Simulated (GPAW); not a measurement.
GaF: single point with PBE

The system is GaF.

```xyz
2
Lattice="3.1659 0.0000 0.0000 0.0000 3.1659 0.0000 0.0000 0.0000 3.1659" Properties=species:S:1:pos:R:3 pbc="T T T"
Ga    0.0000    0.0000    0.0000
F     1.5830    1.5830    1.5830
```

The cell was built by a generator and needn't be a form met in nature.

```
Program             : GPAW 26.7.0
Task                : single point
Functional          : PBE
Potentials or basis : GPAW PAW data sets (gpaw-data 1.2.1)
Cutoff              : 800 eV
Basis               : pw
k mesh              : 8 × 8 × 8
Occupations         : fermi-dirac, width 0.05 eV
Spin                : no spin polarisation
Maxiter             : 150
```

```yaml
Pressure: -1.7 GPa
Band_gap_on_the_k_mesh: 0.34 eV, indirect (least direct gap 1.12 eV)
```

Levels at points of the mesh, in eV from the valence-band top:
```
           k point  band 2  band 3  band 4  band 5  band 6  band 7  band 8  band 9
(0.00, 0.00, 0.00)   -6.07   -3.44   -3.44   -3.44    8.33    8.33    8.33    9.65
(0.50, 0.00, 0.00)   -6.85   -3.17   -3.17   -0.78    0.34    8.47    8.47   12.13
(0.50, 0.50, 0.00)   -4.86   -4.86   -3.07   -2.65    3.45    3.45    9.08   10.34
(0.50, 0.50, 0.50)   -4.03   -4.03   -4.03    0.00    2.35    2.35    2.35   11.76
```

It took 11 s on 1 thread of Arm Neoverse V2, with other jobs on the host, peak memory 0.15 GiB.

 A k mesh can miss the band edges.
